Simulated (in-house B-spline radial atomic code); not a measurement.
# Zr: ionisation energy by several methods

An exercise on one series of results from a longer session: the logs are not shown, and one member is left open.

The numbers are computed with in-house B-spline radial atomic code version 1 (scalar-relativistic (X2C), several functionals, spin-polarised; spherical all-electron atom at the radial basis limit), except any that are marked as measured or tabulated.

## The atom as given

- element: zirconium (Z = 40)
- charge: 0
- electrons: 40
- configuration: [Kr] 4d2 5s2
- nucleus: Fermi, rms radius 4.269 fm

The outer shells:

[Kr] 4d2 5s2
```
[Kr] core
4d [↑ ][↑ ][  ][  ][  ]
5s [↑↓]
```

Where spins are not typed, each open shell is filled with up spins first.

Set-up of the first run:

The run's settings:

```ini
Z = 40
electrons = 40.0
configuration = [Kr] 4d2 5s2
hamiltonian = x2c
method = tpss,tpss
spin_polarised = True
nucleus = fermi
rms_radius = 4.2694
mass_number = 90
atomic_mass = 89.904698755
speed_of_light = 137.035999084
```

Among the steps run: TPSS, a meta-GGA; RPBE, a GGA; Hartree-Fock; revTPSS, a meta-GGA; BP86, a GGA; PBE, a GGA.

One of the session's tables, all rows but one given; the rest of the session is left out.

```
      method  ΔSCF (eV)
        RPBE      6.384
        BP86      6.613
         PBE      6.436
        TPSS      6.311
     revTPSS      6.320
Hartree-Fock          ?
```

**Question.** Estimate the row for Hartree-Fock.

**Answer.** ΔSCF (eV): 5.200. In the column «ΔSCF (eV)» it is the lowest.

Members of this set that are not shown: 12 used exact exchange with fractional occupations of an open shell, which is unsound here.

To keep in mind: Meta-GGA runs start from a PBE run whose iterations are not counted.
